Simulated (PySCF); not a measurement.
# C3H6GaNO2: geometry, NMR shifts, spin-spin couplings and electronic excitations, part 2 of 2

PySCF 2.14.0. Atoms count from 0. The steps go on from the part before.

## Step 5: TDDFT and polarisability: CAM-B3LYP/def2-SVPD

Job settings and geometry (Å):

```
{"job": {"kind": "uv", "xc": "CAM-B3LYP", "basis": "def2-SVPD", "ip": true}, "charge": 0, "multiplicity": 1}
O     -3.711305     0.721414    -0.260931
C     -3.207111    -0.103301     0.438469
O     -1.883567    -0.308771     0.530766
C     -1.105886     0.542650    -0.283674
C      0.297790     0.201979    -0.090605
N      1.414979    -0.042416     0.036442
Ga     3.506697    -0.537678     0.247417
H     -3.732468    -0.814200     1.105471
H     -1.365114     0.427533    -1.349759
H     -1.264072     1.603260    -0.024919
H      3.443965    -1.025089     1.746577
H      4.073395     0.904515    -0.053746
H      3.563316    -1.622006    -0.897889
```

Method: TDDFT CAM-B3LYP/def2-SVPD, vertical, gas phase, core orbitals frozen in the response.

What it wrote:

```text
coarse grid: 53272 points
cycle   1  E = -2247.2337939075  dE =  5.219e-01  |g| = 1.050e+00  |ddm| = 5.033e+00
cycle   2  E = -2246.9609247923  dE =  2.729e-01  |g| = 1.640e+00  |ddm| = 2.297e+00
cycle   3  E = -2247.4421243337  dE = -4.812e-01  |g| = 2.305e-01  |ddm| = 1.467e+00
cycle   4  E = -2247.4504183686  dE = -8.294e-03  |g| = 8.079e-02  |ddm| = 2.627e-01
cycle   5  E = -2247.4515726147  dE = -1.154e-03  |g| = 1.811e-02  |ddm| = 8.771e-02
cycle   6  E = -2247.4516251214  dE = -5.251e-05  |g| = 8.727e-03  |ddm| = 2.251e-02
cycle   7  E = -2247.4516391848  dE = -1.406e-05  |g| = 2.989e-03  |ddm| = 1.077e-02
cycle   8  E = -2247.4516410413  dE = -1.857e-06  |g| = 9.258e-04  |ddm| = 3.661e-03
final grid: 112560 points
cycle   9  E = -2247.4516077104  dE =  4.953e-08  |g| = 1.207e-03  |ddm| = 2.702e-03
cycle  10  E = -2247.4516073506  dE =  3.598e-07  |g| = 1.848e-03  |ddm| = 2.681e-03
cycle  11  E = -2247.4516079439  dE = -5.932e-07  |g| = 2.326e-04  |ddm| = 1.589e-03
cycle  12  E = -2247.4516079539  dE = -1.005e-08  |g| = 2.602e-05  |ddm| = 2.115e-04
cycle  13  E = -2247.4516079542  dE = -2.792e-10  |g| = 1.904e-05  |ddm| = 6.894e-05
converged SCF energy = -2247.4516079542

Static polarisability (au): isotropic 85.669, principal 67.581 75.842 113.585

Singlet excitations
state   eV       nm        f      main configurations
  1   5.8491    212.0   0.00294   H->L 0.94
  2   5.9036    210.0   0.00169   H-2->L+1 0.90
  3   5.9897    207.0   0.06936   H-1->L 0.90
  4   6.3567    195.0   0.00320   H-1->L+2 0.79, H-1->L+1 0.16
  5   6.5167    190.3   0.17004   H->L+2 0.72, H->L+1 0.17
  6   6.8052    182.2   0.02814   H->L+3 0.34, H->L+6 0.31, H-1->L+3 0.09
  7   6.8146    181.9   0.02323   H-1->L+6 0.34, H-1->L+3 0.32, H->L+6 0.09
  8   7.2289    171.5   0.06927   H->L+5 0.42, H->L+3 0.25, H->L+6 0.09
  9   7.2425    171.2   0.07199   H-1->L+5 0.43, H-1->L+3 0.27
 10   7.4098    167.3   0.00357   H->L+1 0.54, H-1->L+1 0.27, H->L+2 0.12

Triplet excitations (Tamm-Dancoff, eV): 5.3317 5.5880 5.7249 6.0065
Vertical ionisation energy (delta-SCF) = 9.8926 eV
Vertical electron affinity (delta-SCF) = -0.4248 eV
```

Run time: 2.1 min. Hardware: 1 thread of Arm Neoverse V2, shared host; peak memory 1.2 GiB.

The orbitals next to the gap, with their largest atomic shares:

| orbital | eV | atoms |
| --- | --- | --- |
| HOMO−3 | -11.94 | O2 42 %, O0 25 %, C3 10 % |
| HOMO−2 | -11.18 | O0 67 %, C1 13 %, O2 10 % |
| HOMO−1 | -8.87 | Ga6 41 %, H10 28 %, H11 25 % |
| HOMO | -8.86 | Ga6 41 %, H12 35 %, H11 12 % |
| LUMO | -0.31 | N5 33 %, C4 30 %, C3 14 % |
| LUMO+1 | -0.12 | C1 34 %, O0 29 %, O2 15 % |
| LUMO+2 | 0.32 | N5 33 %, C4 31 %, C3 11 % |

With each of the 10 states as a Gaussian band of 0.4 eV half-width at 1/e, the curve within the window shown has maxima at 189 nm (ε 9,000) L/(mol cm). Beyond the last state computed it falls off for lack of states. The curve at chosen wavelengths:

```json
{"nm": "161", "ε (L/mol/cm)": "1502"}
{"nm": "164", "ε (L/mol/cm)": "3050"}
{"nm": "167", "ε (L/mol/cm)": "4855"}
{"nm": "170", "ε (L/mol/cm)": "6308"}
{"nm": "173", "ε (L/mol/cm)": "7055"}
{"nm": "176", "ε (L/mol/cm)": "7292"}
{"nm": "179", "ε (L/mol/cm)": "7506"}
{"nm": "182", "ε (L/mol/cm)": "7987"}
{"nm": "185", "ε (L/mol/cm)": "8608"}
{"nm": "188", "ε (L/mol/cm)": "9002"}
{"nm": "191", "ε (L/mol/cm)": "8884"}
{"nm": "194", "ε (L/mol/cm)": "8242"}
{"nm": "197", "ε (L/mol/cm)": "7289"}
{"nm": "200", "ε (L/mol/cm)": "6278"}
{"nm": "203", "ε (L/mol/cm)": "5363"}
{"nm": "206", "ε (L/mol/cm)": "4569"}
{"nm": "209", "ε (L/mol/cm)": "3850"}
{"nm": "212", "ε (L/mol/cm)": "3161"}
{"nm": "215", "ε (L/mol/cm)": "2495"}
{"nm": "218", "ε (L/mol/cm)": "1876"}
{"nm": "221", "ε (L/mol/cm)": "1339"}
{"nm": "224", "ε (L/mol/cm)": "907"}
{"nm": "227", "ε (L/mol/cm)": "583"}
{"nm": "230", "ε (L/mol/cm)": "357"}
{"nm": "233", "ε (L/mol/cm)": "209"}
{"nm": "236", "ε (L/mol/cm)": "117"}
```

Ground-state properties from the same run:

| property | computed |
| --- | --- |
| dipole moment (D) | 5.75 |
| polarisability (Å³) | 12.69 |
| HOMO–LUMO gap (eV) | 8.55 |
| −ε(HOMO) (eV) | 8.86 |

## Step 6: Shielding tensors: mPW1PW91/pcSseg-2

The job, as its differences from that of step 5:

```diff
@@ -1,2 +1,2 @@
-{"job": {"kind": "uv", "xc": "CAM-B3LYP", "basis": "def2-SVPD", "ip": true}, "charge": 0, "multiplicity": 1}
+{"job": {"kind": "nmr", "xc": "mPW1PW91", "basis": "pcSseg-2", "pop": false}, "charge": 0, "multiplicity": 1}
 O     -3.711305     0.721414    -0.260931
```

Method: GIAO mPW1PW91/pcSseg-2 NMR shielding, non-relativistic, gas phase.

What it wrote:

```text
coarse grid: 53272 points
cycle   1  E = -2247.9541965605  dE =  4.333e-01  |g| = 1.396e+00  |ddm| = 2.636e+00
cycle   2  E = -2247.3944976599  dE =  5.597e-01  |g| = 2.296e+00  |ddm| = 1.714e+00
cycle   3  E = -2248.1329166777  dE = -7.384e-01  |g| = 4.812e-01  |ddm| = 1.398e+00
cycle   4  E = -2248.1719182582  dE = -3.900e-02  |g| = 1.528e-01  |ddm| = 2.740e-01
cycle   5  E = -2248.1750722405  dE = -3.154e-03  |g| = 4.965e-02  |ddm| = 7.704e-02
cycle   6  E = -2248.1755157421  dE = -4.435e-04  |g| = 1.564e-02  |ddm| = 2.954e-02
cycle   7  E = -2248.1755595375  dE = -4.380e-05  |g| = 3.983e-03  |ddm| = 8.431e-03
cycle   8  E = -2248.1755619777  dE = -2.440e-06  |g| = 1.216e-03  |ddm| = 2.284e-03
final grid: 112560 points
cycle   9  E = -2248.1755572878  dE =  2.934e-07  |g| = 1.975e-03  |ddm| = 2.367e-03
cycle  10  E = -2248.1755560033  dE =  1.284e-06  |g| = 3.486e-03  |ddm| = 2.262e-03
cycle  11  E = -2248.1755577813  dE = -1.778e-06  |g| = 5.218e-04  |ddm| = 1.568e-03
cycle  12  E = -2248.1755578344  dE = -5.311e-08  |g| = 3.630e-05  |ddm| = 2.344e-04
cycle  13  E = -2248.1755578346  dE = -1.842e-10  |g| = 2.115e-05  |ddm| = 2.840e-05
converged SCF energy = -2248.1755578346

GIAO shielding tensors (ppm)
atom      isotropic    diamagn.    paramagn.     s11        s22        s33       span
  0 O     -121.494     399.457    -520.951   -396.117   -270.417    302.052    698.169
  1 C       17.259     247.080    -229.821    -89.624     67.862     73.539    163.163
  2 O      137.808     395.532    -257.724    -45.462    193.592    265.293    310.755
  3 C      132.374     242.448    -110.074    110.047    120.876    166.199     56.152
  4 C       58.620     269.140    -210.520    -52.559    -51.492    279.911    332.470
  5 N      -11.275     331.500    -342.775   -178.553   -151.260    295.988    474.541
  6 Ga    1525.328    2637.714   -1112.385   1500.692   1504.900   1570.392     69.700
  7 H       23.324      25.019      -1.695     19.172     23.782     27.018      7.846
  8 H       26.600      30.232      -3.632     22.075     27.110     30.614      8.539
  9 H       26.622      29.878      -3.256     22.095     27.081     30.688      8.592
 10 H       26.908      28.584      -1.676     20.752     23.791     36.182     15.430
 11 H       26.941      28.232      -1.291     20.785     23.763     36.275     15.489
 12 H       26.918      28.545      -1.627     20.761     23.793     36.201     15.440
```

Run time: 73 s. Hardware: 1 thread of Arm Neoverse V2, shared host; peak memory 1.5 GiB.

This run: δ C1 166.3, C4 124.9, C3 51.2, O0 448.6, H7 7.97, H8 4.68 ppm (means over like atoms).

## Step 7: Side by side: NMR shifts

Shifts (ppm) of some atoms, chosen among heavy atoms and hydrogens apart, means over like atoms, with basis size and wall time:

| run | C1 | C3 | H7 | H8 | O0 | O2 | Ga6 | functions | time |
| --- | --- | --- | --- | --- | --- | --- | --- | --- | --- |
| PBE0/pcSseg-1 | 162.7 | 49.2 | 7.84 | 4.63 | 460.7 | 192.8 | 187 | 173 | 20 s |
| mPW1PW91/pcSseg-2 | 166.3 | 51.2 | 7.97 | 4.68 | 448.6 | 189.3 | 185 | 363 | 73 s |

## Step 8: Results

What follows sums up all 2 parts.

```
                                                              quantity                                             value
                                                           point group                                                C1
                                  rotational constants (main isotopes)                             14.29, 0.40, 0.39 GHz
                                13C shifts against TMS (PBE0/pcSseg-1)                            162.7, 123.0, 49.2 ppm
1H shifts against TMS (PBE0/pcSseg-1, means over atoms taken as alike)                              7.84, 4.63, 4.38 ppm
                                17O shifts against H2O (PBE0/pcSseg-1)                                  460.7, 192.8 ppm
                                15N shifts against NH3 (PBE0/pcSseg-1)                                         271.1 ppm
                             71Ga shifts against GaH4- (PBE0/pcSseg-1)                                           187 ppm
                  largest coupling of the table (B3LYP/pcSseg-1+pcJ-1)                           1J(C,H) C1–H7, 245.5 Hz
                                  lowest singlet (CAM-B3LYP/def2-SVPD)                       5.85 eV (212 nm), f = 0.003
                              brightest single state of those computed                       state 5, 6.52 eV, f = 0.170
                                                        lowest triplet                                           5.33 eV
                                     vertical ionisation energy (ΔSCF)                                           9.89 eV
                                     vertical electron affinity (ΔSCF)  -0.42 eV (unbound: the value hangs on the basis)
                                              range of the shift of O0                                448.6 to 460.7 ppm
```

**Reading.** The start was shaken at random, so part of the energy gained undoes that. C1 (ester carbonyl carbon) lies farthest downfield among carbon, at 162.7 ppm; it is a carbonyl in resonance with an O or N lone pair, the region of acids, esters and amides. At PBE0/pcSseg-1: Shielding is most anisotropic at O0 (span 703 ppm, paramagnetic term -527 ppm). In the run at B3LYP/pcSseg-1+pcJ-1, the largest coupling of the table is C1–H7, 245.5 Hz, of which the Fermi-contact term gives 245.1 Hz. Couplings across rotatable bonds belong to this one conformer; where others are populated, the observed values are averages. The lowest singlet, at 5.85 eV, is HOMO→LUMO 0.94 and is weak; of the 10 states computed, the strongest absorption comes from state 5 at 6.52 eV. The lowest triplet lies 0.52 eV below the lowest singlet (triplets in Tamm-Dancoff, singlets in full TDDFT). Across the 2 runs the shift of O0 moves most, between 448.6 (mPW1PW91/pcSseg-2) and 460.7 ppm (PBE0/pcSseg-1). Part of that comes from the computed reference. Spin-orbit coupling is left out, which matters for shieldings and couplings at and beside the heavy atoms.
